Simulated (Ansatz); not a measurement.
**CH4F3NSn: small, medium and large basis sets**

The task here is to estimate one member of a computed series from the others.

Method: one geometry, several basis sets; program: Ansatz 0.2.0, Gaussian basis.

The runs, in order: PBE0-D4/def2-SVP; ωB97M-V/def2-SVP; PBE0-D4/def2-QZVPP; ωB97M-V/def2-QZVPP; the functionals' def2-TZVPP values are taken from earlier runs.

1 further run of the same task is left out (for a known fault of the program).

## Structure used throughout

The geometry comes from an earlier relaxation with PBE0-D4 in a triple-zeta def2 set; it is a stationary point, not always the lowest conformer. Sn takes the def2 core potential; no spin-orbit term is included.

SMILES `C[NH][Sn]([F])([F])[F]`, 10 atoms, charge 0, spin multiplicity 1.

Atoms are counted from 1 here; the program's logs count them from 0.

Bond lengths: C1–N2 1.460 Å, C1–H7 1.095 Å, C1–H8 1.091 Å, C1–H9 1.093 Å, N2–Sn3 1.978 Å, N2–H10 1.011 Å, Sn3–F4 1.891 Å, Sn3–F5 1.891 Å, Sn3–F6 1.899 Å. Angles: N2–C1–H7 114.4°, N2–C1–H8 109.7°, N2–C1–H9 108.7°, H7–C1–H8 108.3°, H7–C1–H9 108.4°, H8–C1–H9 107.1°, C1–N2–Sn3 119.5°, C1–N2–H10 112.6°, Sn3–N2–H10 112.4°, N2–Sn3–F4 109.7°, N2–Sn3–F5 111.0°, N2–Sn3–F6 118.2°, F4–Sn3–F5 108.3°, F4–Sn3–F6 104.1°, F5–Sn3–F6 105.0°.

The first run:

Input file in.yaml:

```yaml
crystal:
  periodic: [false, false, false]
  atoms:
    - {symbol: C, position_ang: [0.441914, -1.187953, 0.869554]}
    - {symbol: N, position_ang: [0.806710, -0.186117, -0.128130]}
    - {symbol: Sn, position_ang: [-0.578135, 1.040202, -0.829259]}
    - {symbol: F, position_ang: [-2.002603, 0.037481, -1.566151]}
    - {symbol: F, position_ang: [0.127021, 2.153954, -2.184873]}
    - {symbol: F, position_ang: [-1.427616, 2.225491, 0.387653]}
    - {symbol: H, position_ang: [0.266251, -0.785129, 1.872600]}
    - {symbol: H, position_ang: [-0.458769, -1.714595, 0.549261]}
    - {symbol: H, position_ang: [1.242268, -1.929537, 0.931318]}
    - {symbol: H, position_ang: [1.666161, 0.295104, 0.101026]}
basis:
  gaussian: {orbitals: def2-SVP}
hamiltonian: {xc: pbe0, dispersion: d4}
output: {orbitals: {seedname: orbitals}}
```

Launch:

```sh
> ansatz run in.yaml --threads 4 --pin off --events-out ev --progress --plain --max-ram 11315MiB
```

Steps of the session up to this table: PBE0-D4 in def2-SVP; ωB97M-V in def2-SVP; PBE0-D4 in def2-QZVPP; ωB97M-V in def2-QZVPP.

One of the session's tables, all rows but one given; the rest of the session is left out.

It belongs to the step «Density functionals: the series». 

```
functional       basis  HOMO (eV)  LUMO (eV)
   PBE0-D4    def2-SVP      -7.93      -2.07
   PBE0-D4  def2-TZVPP      -8.10      -2.31
   PBE0-D4  def2-QZVPP      -8.12      -2.36
   ωB97M-V    def2-SVP     -10.26       0.07
   ωB97M-V  def2-TZVPP          ?          ?
   ωB97M-V  def2-QZVPP     -10.48      -0.38
```

Q: Estimate the row for ωB97M-V, def2-TZVPP from the others.

**Answer.** HOMO (eV): -10.45; LUMO (eV): -0.24. In the column «HOMO (eV)» it lies between ωB97M-V, def2-QZVPP (-10.48) and ωB97M-V, def2-SVP (-10.26).
